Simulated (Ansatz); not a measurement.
Working through a convergence test of the k-point mesh of K3Hg, space group Fm-3m

Program: Ansatz 0.2.0, Python API.

Run as a notebook:

**Cell 1**
```python
import ansatz as az
from pymatgen.core import Lattice, Structure
from pymatgen.io.ase import AseAtomsAdaptor
```

**Cell 2**
```python
config = {
    'xc': 'pbesol',
    'tolerance': 1e-09,
    'ecut': 550,
    'filling': 'methfessel_paxton',
    'smearing_width': 0.15,
}
```

**Cell 3**
```python
pmg_structure = Structure(
    Lattice([(0.0, 4.57718866, 4.57718866), (4.57718866, 0.0, 4.57718866), (4.57718866, 4.57718866, 0.0)]),
    ['K', 'K', 'K', 'Hg'],
    [
        (0.25, 0.25, 0.25),
        (0.75, 0.75, 0.75),
        (0.5, 0.5, 0.5),
        (0.0, 0.0, 0.0),
    ],
)
k3hg = az.Crystal.from_ase(AseAtomsAdaptor.get_atoms(pmg_structure))
```

**Cell 4**
```python
len(k3hg.resolved().sites)
```
Output:
```text
4
```

**Cell 5**
```python
base = (
    k3hg.calculation()
    .functional(config['xc'])
    .scf(tolerance=config['tolerance'])
    .basis(config['ecut'])
    .occupations(config['filling'], width=config['smearing_width'])
    .forces()
    .stress()
)

rows = []
for value in [(2, 2, 2), (3, 3, 3), (4, 4, 4), (5, 5, 5)]:
    rep = base.kpoints(mesh=value).run().report
    rows.append((value, rep['free_energy_ev'] / len(rep['lattice']['sites']), rep['n_iterations'], sum(rep['stress_gpa'][i][i] for i in range(3)) / 3, max(abs(f) for row in rep['forces_ev_ang'] for f in row), rep['n_kpoints']))
```
Output:
```text
DeckWarning: output.stress: scf.convergence.dr2_threshold = 1e-9 eV is looser than the 4e-10 eV advised for a printed stress (1e-10 eV for each atom of the cell: 4). What an SCF threshold leaves in a [...]
```

**Cell 6**
```python
print('        mesh   F/atom (eV)    iterations       P (GPa)  max component (eV/A)      k-points')
for row in rows:
    print(f'{str(row[0]):>12s}  {row[1]:12.5f}  {row[2]:12d}  {row[3]:12.3f}  {row[4]:20.4f}  {row[5]:12d}')
```
Output:
```text
        mesh   F/atom (eV)    iterations       P (GPa)  max component (eV/A)      k-points
   (2, 2, 2)   -4553.94202            10         0.646                0.0000             3
   (3, 3, 3)   -4554.09236             7        -0.156                0.0000             4
   (4, 4, 4)   -4554.05868             7        -0.186                0.0000             8
   (5, 5, 5)   -4554.05943             8        -0.195                0.0000            10
```

**Cell 7**
```python
# the last row is the reference
for row in rows[:-1]:
    shift = 1000 * (row[1] - rows[-1][1])
    print(f'{row[0]}: {shift:+.2f} meV/atom' + ('  (within 5 meV)' if abs(shift) < 5 else ''))
```
Output:
```text
(2, 2, 2): +117.41 meV/atom
(3, 3, 3): -32.93 meV/atom
(4, 4, 4): +0.75 meV/atom  (within 5 meV)
```

From 4×4×4 on it stays within 5 meV an atom of the value at 5×5×5; the first row (2×2×2) is off by 117.4 meV and the last but one by 0.75 meV. That rests on few rows after larger swings, so the series isn't shown to be converged. It goes up and down, since the sum over k-points isn't variational. The pressure moves from 0.65 to -0.20 GPa. The last run costs about 2.2 times the first.

Notes:
- Forces vanish by symmetry here and test nothing.
- Pressure is positive in compression.
- Spin-orbit coupling, which matters for elements this heavy, is left out.
- The structure comes from a database of computed cells and needn't be a stable or known phase.
- Warnings are shown shortened and without file and line.
- Shifts are counted from the finest mesh, which is itself no proven limit.
- Hardware and time: 16 s on 1 thread of Arm Neoverse V1, on a shared host, peak memory 0.59 GiB.
